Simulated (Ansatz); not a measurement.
# CH₅GeN: geometry optimisation

Aim: relax CH₅GeN at this level.

Method: RKS PBE0-D4/def2-TZVPD; program: Ansatz 0.2.0.

2 further runs of the same task are left out: 2 set aside as unsound or not needed.

### Step 1. Starting geometry

8 atoms, charge 0, spin multiplicity 1.

Atoms are counted from 1 here; the program's logs count them from 0.

Bond lengths: C1–N2 1.166 Å, C1–H3 1.086 Å, Ge4–H5 1.543 Å, Ge4–H6 1.548 Å, Ge4–H7 1.543 Å, Ge4–H8 1.548 Å. Angles: N2–C1–H3 179.6°, H5–Ge4–H6 109.6°, H5–Ge4–H7 110.3°, H5–Ge4–H8 109.4°, H6–Ge4–H7 109.5°, H6–Ge4–H8 108.6°, H7–Ge4–H8 109.4°.

As a file:

```xyz
8
CH5GeN
C    -0.16798   -0.19636   -2.45824
N     0.85255    0.16473   -2.02458
H    -1.12127   -0.53228   -2.85585
Ge    0.09493    0.11492    1.46522
H     0.55704    1.52453    1.03963
H    -0.18813    0.09843    2.98729
H     1.18303   -0.92757    1.13122
H    -1.21017   -0.24640    0.71540
```

### Step 2. Relaxation

input.yaml

```yaml
crystal:
  periodic: [false, false, false]
  atoms:
    - { symbol: C, position_ang: [-0.167981, -0.196361, -2.458237] }
    - { symbol: "N", position_ang: [0.852551, 0.164732, -2.024583] }
    - { symbol: H, position_ang: [-1.121274, -0.532275, -2.855851] }
    - { symbol: Ge, position_ang: [0.094929, 0.11492, 1.465223] }
    - { symbol: H, position_ang: [0.557044, 1.524533, 1.039633] }
    - { symbol: H, position_ang: [-0.188127, 0.098427, 2.987293] }
    - { symbol: H, position_ang: [1.183034, -0.927574, 1.131217] }
    - { symbol: H, position_ang: [-1.210174, -0.246403, 0.715405] }
basis:
  gaussian: { orbitals: def2-TZVPD }
hamiltonian:
  xc: pbe0
  dispersion: d4
output:
  forces: true
relax:
  f_tol: 0.003
  max_steps: 120
```

Launch:

```sh
> ansatz run input.yaml --threads 1 --pin off --max-ram 2560MiB --backend cpu --events-out ev --progress --plain --runs-dir out
```

What it wrote:

```text
Warning: RAYON_NUM_THREADS=1 ignored (pool sized by the plan → 1); use --threads N
The last accepted step is kept in <dir> (removed where the run ends without a failure and the disk answers)
Engine: ansatz 0.2.0, x86_64-unknown-linux-gnu
Functional definition: PBE0
  parameter a = 0.25
  parameter kappa = 0.804
  parameter beta = 0.06672455060314922
  exchange = (1 - a)*pbe_x(kappa = kappa, mu = beta*pi^2/3) + a*exact_x
  correlation = pbe_c(beta = beta)
1034 factors; their error is unknown
mean field evaluation 1: about -59112.1727 eV, gradient 4.2e1 eV
mean field evaluation 2: about -59105.9289 eV, gradient 6.6e1 eV
mean field evaluation 4: about -59115.5155 eV, gradient 2.2e0 eV
mean field evaluation 8: about -59115.5190 eV, gradient 3.1e-2 eV
mean field evaluation 16: about -59115.7522 eV, gradient 9.9e-6 eV
mean field -59115.75219847 eV, -2172.4638231978 hartree, gradient 9.9e-6 eV, S^2 0.000000; 0 other end points of the search recorded, 0 dependent functions left out
the calculation of the forces begins
reference -59115.75223148 eV, -2172.4638244108 hartree; 25, 25 occupied and 148, 148 virtual orbitals, 1034 factors
relax step   1: F+E_penalty+E_count = -59115.83591399 eV  Δ(F+E_penalty+E_count) = +0.000e0 eV  max|allowed force component| = 2.137e0 eV/Å  Δτ_max = 0.0000 Å  (27 SCF iters, accepted)
these checks for a lower state are left out or cut short: starts, cluster_reference, orbital_swaps, neighbouring_geometries, increment
1034 factors; their error is unknown
mean field -59115.78956248 eV, -2172.4651962997 hartree, gradient 2.1e-5 eV, S^2 0.000000; 0 other end points of the search recorded, 0 dependent functions left out
the calculation of the forces begins
reference -59115.78959588 eV, -2172.4651975272 hartree; 25, 25 occupied and 148, 148 virtual orbitals, 1034 factors
relax step   2: F+E_penalty+E_count = -59115.87113132 eV  Δ(F+E_penalty+E_count) = -3.522e-2 eV  max|allowed force component| = 2.175e-1 eV/Å  Δτ_max = 0.0885 Å  (30 SCF iters, accepted)
these checks for a lower state are left out or cut short: starts, cluster_reference, orbital_swaps, neighbouring_geometries, increment
1034 factors; their error is unknown
mean field -59115.78929823 eV, -2172.4651865888 hartree, gradient 7.3e-6 eV, S^2 0.000000; 0 other end points of the search recorded, 0 dependent functions left out
the calculation of the forces begins
reference -59115.78933149 eV, -2172.4651878109 hartree; 25, 25 occupied and 148, 148 virtual orbitals, 1034 factors
relax step   3: F+E_penalty+E_count = -59115.87176307 eV  Δ(F+E_penalty+E_count) = -6.317e-4 eV  max|allowed force component| = 8.471e-2 eV/Å  Δτ_max = 0.0335 Å  (33 SCF iters, accepted)
these checks for a lower state are left out or cut short: starts, cluster_reference, orbital_swaps, neighbouring_geometries, increment
1034 factors; their error is unknown
mean field evaluation 32: about -59115.5579 eV, gradient 4.6e-1 eV
mean field -59115.78943546 eV, -2172.4651916321 hartree, gradient 7.3e-6 eV, S^2 0.000000; 0 other end points of the search recorded, 0 dependent functions left out
the calculation of the forces begins
reference -59115.78946874 eV, -2172.4651928549 hartree; 25, 25 occupied and 148, 148 virtual orbitals, 1034 factors
relax step   4: F+E_penalty+E_count = -59115.87179752 eV  Δ(F+E_penalty+E_count) = -3.445e-5 eV  max|allowed force component| = 1.284e-2 eV/Å  Δτ_max = 0.0048 Å  (34 SCF iters, accepted)
these checks for a lower state are left out or cut short: starts, cluster_reference, orbital_swaps, neighbouring_geometries, increment
1034 factors; their error is unknown
mean field -59115.78942993 eV, -2172.4651914288 hartree, gradient 7.3e-6 eV, S^2 0.000000; 0 other end points of the search recorded, 0 dependent functions left out
the calculation of the forces begins
reference -59115.78946321 eV, -2172.4651926515 hartree; 25, 25 occupied and 148, 148 virtual orbitals, 1034 factors
relax step   5: F+E_penalty+E_count = -59115.87180003 eV  Δ(F+E_penalty+E_count) = -2.514e-6 eV  max|allowed force component| = 7.078e-3 eV/Å  Δτ_max = 0.0004 Å  (34 SCF iters, accepted)
these checks for a lower state are left out or cut short: starts, cluster_reference, orbital_swaps, neighbouring_geometries, increment
1034 factors; their error is unknown
mean field -59115.78943385 eV, -2172.4651915726 hartree, gradient 7.3e-6 eV, S^2 0.000000; 0 other end points of the search recorded, 0 dependent functions left out
the calculation of the forces begins
reference -59115.78946712 eV, -2172.4651927954 hartree; 25, 25 occupied and 148, 148 virtual orbitals, 1034 factors
relax step   6: F+E_penalty+E_count = -59115.87180601 eV  Δ(F+E_penalty+E_count) = -5.978e-6 eV  max|allowed force component| = 4.899e-4 eV/Å  Δτ_max = 0.0022 Å  (34 SCF iters, accepted)
1034 factors; their error is unknown
mean field evaluation 64: about -59115.5578 eV, gradient 8.8e-1 eV
mean field -59115.78943385 eV, -2172.4651915726 hartree, gradient 7.3e-6 eV, S^2 0.000000; 1 other end points of the search recorded, 0 dependent functions left out
the calculation of the forces begins
reference -59115.78946712 eV, -2172.4651927954 hartree; 25, 25 occupied and 148, 148 virtual orbitals, 1034 factors
Total energy: -59115.87183928 eV, -2172.4682199165 hartree
Atom 0 at    -0.164753    -0.195475    -2.482741 Å, force    -0.000078     0.000133     0.000368 eV/Å
Atom 1 at     0.849962     0.157635    -2.085290 Å, force     0.000490    -0.000005    -0.000072 eV/Å
Atom 2 at    -1.112380    -0.525131    -2.851251 Å, force    -0.000487     0.000020    -0.000289 eV/Å
Atom 3 at     0.092838     0.114653     1.480366 Å, force    -0.000116    -0.000001    -0.000295 eV/Å
Atom 4 at     0.550770     1.514423     1.057695 Å, force    -0.000037    -0.000136    -0.000099 eV/Å
Atom 5 at    -0.188736     0.100792     2.991276 Å, force    -0.000043     0.000088     0.000213 eV/Å
Atom 6 at     1.175027    -0.919736     1.152902 Å, force     0.000089     0.000071     0.000248 eV/Å
Atom 7 at    -1.202726    -0.247162     0.737143 Å, force     0.000183    -0.000170    -0.000075 eV/Å
Dipole moment:    -0.515655    -0.183110    -0.259754 e Å
```

Wall time 2.1 min (1 thread of Intel Xeon at 2.50GHz (Skylake/Cascade Lake), shared host); peak memory 0.35 GiB.

Along the way:

```tsv
step	energy from step 1 (eV)	largest force component (eV/Å)
1	0.0000	2.1371
2	-0.0352	0.2175
3	-0.0358	0.0847
4	-0.0359	0.0128
5	-0.0359	0.0071
6	-0.0359	0.0005
```

Close pairs (by a distance rule), those that changed most:

```tsv
bond	before (Å)	after (Å)	change (Å)
C1–N2	1.166	1.146	-0.021
C1–H3	1.086	1.069	-0.017
Ge4–H6	1.548	1.537	-0.011
Ge4–H8	1.548	1.537	-0.011
Ge4–H7	1.543	1.532	-0.011
Ge4–H5	1.543	1.532	-0.011
```

### Step 3. Summary of results

```
             quantity      value
        energy gained  0.0359 eV
root mean square move    0.028 Å
        dipole moment     2.91 D
```

Bond lengths: C1–N2 1.146 Å, C1–H3 1.069 Å, Ge4–H5 1.532 Å, Ge4–H6 1.537 Å, Ge4–H7 1.532 Å, Ge4–H8 1.537 Å. Angles: N2–C1–H3 179.9°, H5–Ge4–H6 109.5°, H5–Ge4–H7 110.3°, H5–Ge4–H8 109.5°, H6–Ge4–H7 109.5°, H6–Ge4–H8 108.6°, H7–Ge4–H8 109.5°. No frequencies were computed here.
